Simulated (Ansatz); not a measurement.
# SiH₄Se₄: one species, many methods

How much do the methods differ for SiH₄Se₄? The plan is to run it at one geometry with functionals of several rungs and with coupled cluster, and see how far each lands from CCSD(T) at the basis-set limit for the atomisation energy.

Program: Ansatz 0.2.0, Gaussian basis. Level of theory: functionals in def2-TZVPP, the program's frozen cores in correlated methods. These are calculated values, not measurements.

The runs, in order: LDA (SPW92), PBE-D4, revPBE-D4, BLYP-D4, r2SCAN-D4, B97M-V, PBE0-D4, B3LYP-D4, r2SCANh-D4, r2SCAN0-D4, HSE06-D4, BHLYP-D4, CAM-B3LYP-D4, LC-ωPBE, ωB97X-V, ωB97M-V, B2PLYP, PBE-QIDH; CCSD(T)/def2-SVP; CCSD(T)/def2-TZVPP; MP2/def2-QZVPP; extrapolation to the limit; RPA on PBE.

### 1 The relaxed structure

The geometry comes from an earlier relaxation with PBE0-D4 in a triple-zeta def2 set; it is a stationary point, not always the lowest conformer.

SMILES `[SeH][Si]([SeH])([SeH])[SeH]`, 9 atoms, charge 0, spin multiplicity 1.

Atoms are counted from 1 here; the program's logs count them from 0.

Bond lengths: Se1–Si2 2.275 Å, Se1–H6 1.469 Å, Si2–Se3 2.275 Å, Si2–Se4 2.274 Å, Si2–Se5 2.274 Å, Se3–H7 1.469 Å, Se4–H8 1.471 Å, Se5–H9 1.471 Å. Angles: Si2–Se1–H6 92.5°, Se1–Si2–Se3 101.8°, Se1–Si2–Se4 107.0°, Se1–Si2–Se5 115.5°, Se3–Si2–Se4 115.5°, Se3–Si2–Se5 107.0°, Se4–Si2–Se5 110.2°, Si2–Se3–H7 92.5°, Si2–Se4–H8 93.1°, Si2–Se5–H9 93.1°.

### 2 LDA

This LDA is Slater exchange with PW92 correlation.

The input, in.yaml:

```yaml
crystal:
  periodic: [false, false, false]
  atoms:
    - {symbol: Se, position_ang: [-0.328584, 1.284359, -2.145841]}
    - {symbol: Si, position_ang: [0.223116, 0.094678, -0.286553]}
    - {symbol: Se, position_ang: [2.432538, -0.318576, -0.639097]}
    - {symbol: Se, position_ang: [-1.120669, -1.739697, -0.248181]}
    - {symbol: Se, position_ang: [0.064131, 1.225256, 1.680343]}
    - {symbol: H, position_ang: [-1.449763, 1.947469, -1.465948]}
    - {symbol: H, position_ang: [2.408470, -1.517946, 0.209400]}
    - {symbol: H, position_ang: [-0.744340, -2.086042, 1.131062]}
    - {symbol: H, position_ang: [-1.396501, 1.064298, 1.747715]}
basis:
  gaussian: {orbitals: def2-TZVPP}
hamiltonian: {xc: lda}
output: {orbitals: {seedname: orbitals}}
```

Started as:

```
ansatz run in.yaml --threads 2 --pin off --events-out ev --progress --plain --max-ram 22528MiB --backend cuda --devices 0, --max-vram 18GiB
```

Further steps of the session: PBE-D4 (GGA); revPBE-D4 (GGA); BLYP-D4 (GGA); r2SCAN-D4 (meta-GGA); B97M-V (meta-GGA); PBE0-D4 (hybrid); B3LYP-D4 (hybrid); r2SCANh-D4 (hybrid); r2SCAN0-D4 (hybrid); HSE06-D4 (hybrid); BHLYP-D4 (hybrid); CAM-B3LYP-D4 (range-separated); LC-ωPBE (range-separated); ωB97X-V (range-separated); ωB97M-V (range-separated); B2PLYP (double hybrid); PBE-QIDH (double hybrid); CCSD(T) in def2-SVP; CCSD(T) in def2-TZVPP; MP2 in def2-QZVPP; RPA on PBE orbitals.

**Question.** What will the summary of the whole plan be? Wanted: atomisation energy, CCSD(T)/CBS; farthest beyond LDA; mean size of error, GGA; mean size of error, meta-GGA; mean size of error, hybrid; mean size of error, range-separated; mean size of error, double hybrid; gap, smallest and largest; T1 diagnostic.

**Answer**, as computed:

| quantity | value |
| --- | --- |
| atomisation energy, CCSD(T)/CBS | 594.8 kcal/mol |
| functionals within 5.9 kcal/mol (1.0 %) | PBE-D4, r2SCAN-D4, ωB97X-V |
| farthest beyond LDA | LC-ωPBE (-31.1 kcal/mol) |
| mean size of error, GGA | 9.8 kcal/mol |
| mean size of error, meta-GGA | 5.1 kcal/mol |
| mean size of error, hybrid | 13.2 kcal/mol |
| mean size of error, range-separated | 17.0 kcal/mol |
| mean size of error, double hybrid | 19.7 kcal/mol |
| gap, smallest and largest | 3.88 eV (BLYP-D4), 10.60 eV (LC-ωPBE) |
| T1 diagnostic | 0.0095 |
| triples share of the correlation energy | 3.9 % |

LDA overbinds by 93.5 kcal/mol (16 %). PBE-D4 is off by +2.7 kcal/mol. Double hybrids carry the basis error of their MP2 part in triple zeta, and no dispersion term here, so their miss is partly the set-up's. By mean error the best rung here is meta-GGA (5.1 kcal/mol) and the worst beyond LDA is double hybrid (19.7 kcal/mol). The reference freezes the cores and leaves out relativity and excitations past (T), and its outer-core shells are covered unevenly, so misses under about 5.9 kcal/mol can't be ranked. All levels share the lack of spin-orbit coupling, which lowers the free heavy atoms and so the true binding. Hartree-Fock recovers 64 % of the binding; the rest is correlation. CCSD(T) in def2-SVP is off by -68.4 kcal/mol, more than most functionals: a good method in a small basis is no reference. The gap grows from 3.9 to 10.6 eV across the functionals, mostly with the share of exact exchange. Correlated methods include outer-core shells of Se, which these sets cover unevenly.
